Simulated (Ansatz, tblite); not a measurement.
# In9Sb10 wurtzite ring sphere (In9Sb10H26+): spin states and exact exchange

Aim: set other spin states of In9Sb10 wurtzite ring sphere (In9Sb10H26+) against its singlet, on many levels of theory.

Method: as each input shows; program: Ansatz 0.2.0, Gaussian basis.

Levels to be run: triplet, at the geometry of the singlet (GFN1-xTB, GFN2-xTB, PBE0-D4/def2-SVP, PBE-D4/def2-SVP); the singlet's energies come from earlier runs.

## Step 1: The structure

The geometry is that of the singlet, from an earlier relaxation (r2SCAN-D4/def2-SVP).

45 atoms, charge 1, spin multiplicity 1.

Bond lengths: Sb1–In2 2.979 Å, Sb1–In5 2.832 Å, Sb1–H20 1.701 Å, Sb1–H21 1.701 Å, In2–Sb7 2.900 Å, In2–H22 1.713 Å, In2–H23 1.714 Å, Sb3–In4 2.935 Å, Sb3–In5 2.852 Å, Sb3–H24 1.704 Å, Sb3–H25 1.701 Å, In4–Sb9 2.935 Å, In4–H26 1.712 Å, In4–H27 1.710 Å, In5–Sb6 2.835 Å, In5–Sb14 2.808 Å, Sb6–In8 2.890 Å, Sb6–In10 2.835 Å and more. Angles: In2–Sb1–In5 120.7°, In2–Sb1–H20 114.6°, In2–Sb1–H21 114.6°, In5–Sb1–H20 103.9°, In5–Sb1–H21 103.5°, H20–Sb1–H21 96.2°, Sb1–In2–Sb7 91.8°, Sb1–In2–H22 102.3°, Sb1–In2–H23 102.2°, Sb7–In2–H22 108.3°, Sb7–In2–H23 108.1°, H22–In2–H23 135.0°, In4–Sb3–In5 132.7°, In4–Sb3–H24 107.1°, In4–Sb3–H25 109.8°, In5–Sb3–H24 103.3°, In5–Sb3–H25 102.1°, H24–Sb3–H25 95.8° and more.

In, Sb take a core potential in the def2 sets. No spin-orbit coupling is included. The ion is computed in the gas phase, without counter-ions or solvent.

## Step 2: Triplet at the fixed geometry, GFN1-xTB

Tight binding, by tblite at 300 K electronic temperature and without a spin-polarisation term:

```python
tblite.interface.Calculator('GFN1-xTB', numbers, positions, charge=1, uhf=2).singlepoint()
```

Energy -1437.6355 eV; 0.45 s.

## Step 3: Triplet at the fixed geometry, GFN2-xTB

Tight binding, by tblite at 300 K electronic temperature and without a spin-polarisation term:

```python
tblite.interface.Calculator('GFN2-xTB', numbers, positions, charge=1, uhf=2).singlepoint()
```

Energy -1248.6652 eV; 0.77 s.

## Step 4: Triplet at the fixed geometry, PBE0-D4/def2-SVP

File in.yaml:

```yaml
crystal:
  periodic: [false, false, false]
  atoms:
    - {symbol: Sb, position_ang: [0.706034, -4.817874, -0.081753]}
    - {symbol: In, position_ang: [0.760084, -5.138912, 2.879582]}
    - {symbol: Sb, position_ang: [0.653930, -2.154766, -4.107706]}
    - {symbol: In, position_ang: [-0.883160, -0.510527, -5.991116]}
    - {symbol: In, position_ang: [0.765522, -2.242564, -1.259323]}
    - {symbol: Sb, position_ang: [-1.451588, -0.838434, -0.188000]}
    - {symbol: Sb, position_ang: [0.848008, -2.268397, 3.281202]}
    - {symbol: In, position_ang: [-1.581220, -0.912561, 2.698232]}
    - {symbol: Sb, position_ang: [-1.533691, 1.644305, -4.108284]}
    - {symbol: In, position_ang: [-1.557960, 1.783701, -1.260023]}
    - {symbol: Sb, position_ang: [-3.817951, 3.020050, -0.083517]}
    - {symbol: Sb, position_ang: [-1.539339, 1.869269, 3.280128]}
    - {symbol: In, position_ang: [-4.069182, 3.228214, 2.877868]}
    - {symbol: Sb, position_ang: [2.979575, -0.742778, -0.404373]}
    - {symbol: In, position_ang: [3.253529, -1.042291, 2.429799]}
    - {symbol: In, position_ang: [2.820640, 1.626183, -2.065156]}
    - {symbol: Sb, position_ang: [0.848765, 2.949204, -0.404654]}
    - {symbol: Sb, position_ang: [2.900844, 1.673543, 3.284442]}
    - {symbol: In, position_ang: [0.726365, 3.338339, 2.429128]}
    - {symbol: H, position_ang: [-0.598430, -5.589910, -0.853118]}
    - {symbol: H, position_ang: [1.930697, -5.660594, -0.907511]}
    - {symbol: H, position_ang: [-0.830490, -5.680109, 3.215953]}
    - {symbol: H, position_ang: [2.333739, -5.762762, 3.147116]}
    - {symbol: H, position_ang: [0.396537, -3.782528, -4.540028]}
    - {symbol: H, position_ang: [2.301259, -2.124319, -4.528825]}
    - {symbol: H, position_ang: [-2.362761, -1.362256, -6.123078]}
    - {symbol: H, position_ang: [0.278632, 0.158824, -7.052026]}
    - {symbol: H, position_ang: [-2.824912, -1.630357, -0.812911]}
    - {symbol: H, position_ang: [0.970834, -2.084348, 4.972221]}
    - {symbol: H, position_ang: [-3.001610, -1.731629, 3.235636]}
    - {symbol: H, position_ang: [-3.068004, 2.243313, -4.543522]}
    - {symbol: H, position_ang: [-0.675712, 3.051652, -4.526358]}
    - {symbol: H, position_ang: [-5.138375, 2.276061, -0.855265]}
    - {symbol: H, position_ang: [-3.935866, 4.501984, -0.909267]}
    - {symbol: H, position_ang: [-1.319626, 1.884273, 4.971275]}
    - {symbol: H, position_ang: [-5.332990, 2.121151, 3.214407]}
    - {symbol: H, position_ang: [-3.823337, 4.903179, 3.144769]}
    - {symbol: H, position_ang: [4.244631, -1.698218, -1.029448]}
    - {symbol: H, position_ang: [4.752787, -1.736515, 2.912600]}
    - {symbol: H, position_ang: [1.832291, 1.055941, -3.384793]}
    - {symbol: H, position_ang: [4.303380, 2.482618, -2.087688]}
    - {symbol: H, position_ang: [0.655045, 4.522491, -1.030156]}
    - {symbol: H, position_ang: [2.884120, 1.664013, 4.984564]}
    - {symbol: H, position_ang: [4.365972, 2.518881, 3.107275]}
    - {symbol: H, position_ang: [0.875382, 4.983960, 2.911201]}
basis:
  gaussian: {orbitals: def2-SVP, fitting: {mean_field: def2-universal-jkfit}}
total_charge: 1
magnetization: {spin_polarized: true, initial_magnetization: 2}
hamiltonian: {xc: pbe0, dispersion: d4}
scf: {omitted_lower_state_checks: [starts]}
output: {orbitals: {seedname: orbitals}}
```

Started as:

```console
ansatz run in.yaml --threads 4 --pin off --events-out ev --progress --plain --max-ram 41984MiB --backend cuda --devices 0, --max-vram 37GiB
```

Output:

```text
Functional definition: PBE0
  name "PBE0"
  cite "Adamo & Barone, J. Chem. Phys. 110, 6158 (1999) doi:10.1063/1.478522"
  cite "Perdew, Burke & Ernzerhof, Phys. Rev. Lett. 77, 3865 (1996) doi:10.1103/PhysRevLett.77.3865"
  parent pbe
  parameter a = 0.25
  parameter kappa = 0.804
  parameter beta = 0.06672455060314922
  exchange = (1 - a)*pbe_x(kappa = kappa, mu = beta*pi^2/3) + a*exact_x
  correlation = pbe_c(beta = beta)
these checks for a lower state are left out or cut short: starts
4610 factors; integrals over basis functions are off by at most 3.5e-1 eV
mean field evaluation 1: about -112362.0281 eV, gradient 2.0e1 eV
mean field evaluation 2: about -112361.0678 eV, gradient 2.2e1 eV
mean field evaluation 4: about -112364.7937 eV, gradient 2.8e0 eV
mean field evaluation 8: about -112364.8728 eV, gradient 4.2e-1 eV
mean field evaluation 16: about -112364.8796 eV, gradient 2.4e-2 eV
mean field evaluation 32: about -112364.8892 eV, gradient 8.3e-2 eV
mean field -112364.91261720 eV, -4129.3343750087 hartree, gradient 4.3e-6 eV, S^2 2.005139; 0 other end points of the search recorded, 0 dependent functions left out
reference -112364.91272738 eV, -4129.3343790578 hartree; 223, 221 occupied and 401, 403 virtual orbitals, 4610 factors
Total energy: -112368.06484839 eV, -4129.4502173682 hartree
Checks for a lower state left out: starts
```

Wall time 52 s (1 × H100 (card shared with other runs) with 4 threads of AMD EPYC 7R13, shared host); peak host memory 1.4 GiB.

From the report: HOMO -5.71 eV, LUMO -8.06 eV (over both spins; with the spin held, an empty level of the minority spin lies below the top filled one); ⟨S²⟩ 2.005 (pure: 2.00).

## Step 5: Triplet at the fixed geometry, PBE-D4/def2-SVP

start.molden holds the orbitals of an earlier run on this state, given as this run's starting guess.

in.yaml: that of step 4 with these lines changed.

```diff
@@ -49,6 +49,6 @@
 basis:
-  gaussian: {orbitals: def2-SVP, fitting: {mean_field: def2-universal-jkfit}}
+  gaussian: {orbitals: def2-SVP, fitting: {mean_field: def2-universal-jkfit}, initial_orbitals: start.molden}
 total_charge: 1
 magnetization: {spin_polarized: true, initial_magnetization: 2}
-hamiltonian: {xc: pbe0, dispersion: d4}
+hamiltonian: {xc: pbe, dispersion: d4}
 scf: {omitted_lower_state_checks: [starts]}
```

Launched as before.

Output:

```text
Functional definition: PBE
  name "PBE"
  cite "Perdew, Burke & Ernzerhof, Phys. Rev. Lett. 77, 3865 (1996) doi:10.1103/PhysRevLett.77.3865"
  parent pbe
  parameter kappa = 0.804
  parameter beta = 0.06672455060314922
  exchange = pbe_x(kappa = kappa, mu = beta*pi^2/3)
  correlation = pbe_c(beta = beta)
these checks for a lower state are left out or cut short: starts
4610 factors; integrals over basis functions are off by at most 3.5e-1 eV
mean field evaluation 1: about -112359.9858 eV, gradient 9.1e0 eV
mean field evaluation 2: about -112360.6475 eV, gradient 6.1e-1 eV
mean field evaluation 4: about -112360.7192 eV, gradient 7.9e-1 eV
mean field evaluation 8: about -112360.7448 eV, gradient 3.5e-2 eV
mean field evaluation 16: about -112360.7449 eV, gradient 7.0e-5 eV
mean field -112360.74485137 eV, -4129.1812124396 hartree, gradient 2.8e-6 eV, S^2 2.001111; 0 other end points of the search recorded, 0 dependent functions left out
reference -112360.74499922 eV, -4129.1812178730 hartree; 223, 221 occupied and 401, 403 virtual orbitals, 4610 factors
Total energy: -112364.13808324 eV, -4129.3059114107 hartree
Checks for a lower state left out: starts
```

Run time: 14 s. Hardware: 1 × H100 (card shared with other runs) with 4 threads of AMD EPYC 7R13, shared host; peak host memory 1.4 GiB.

HOMO -5.31 eV, LUMO -8.08 eV (over both spins; with the spin held, an empty level of the minority spin lies below the top filled one); ⟨S²⟩ 2.001 (pure: 2.00).

## Step 6: Triplet less singlet, vertical

The singlet's energies are those of its earlier runs, whose logs aren't repeated here.

| level | triplet less singlet, vertical (eV) | time |
| --- | --- | --- |
| GFN1-xTB | +1.895 | 0.79 s |
| GFN2-xTB | +2.369 | 1.3 s |
| PBE-D4/def2-SVP | +2.767 | 21 s |
| PBE0-D4/def2-SVP | +3.383 | 58 s |

Times add the two runs; a level without a time comes out of a correlated run. Tight binding without a spin term can't rank spin states.

## Step 7: Outcome

| quantity | value |
| --- | --- |
| triplet less singlet, vertical, functionals in def2-SVP | +2.767 (PBE-D4) to +3.383 eV (PBE0-D4) |

What this shows: All functionals put the triplet above the singlet, over a spread of 0.616 eV. The checks for a lower triplet were left out, so another state of that spin may lie lower. These are electronic energies, without zero-point motion, entropy or surroundings.
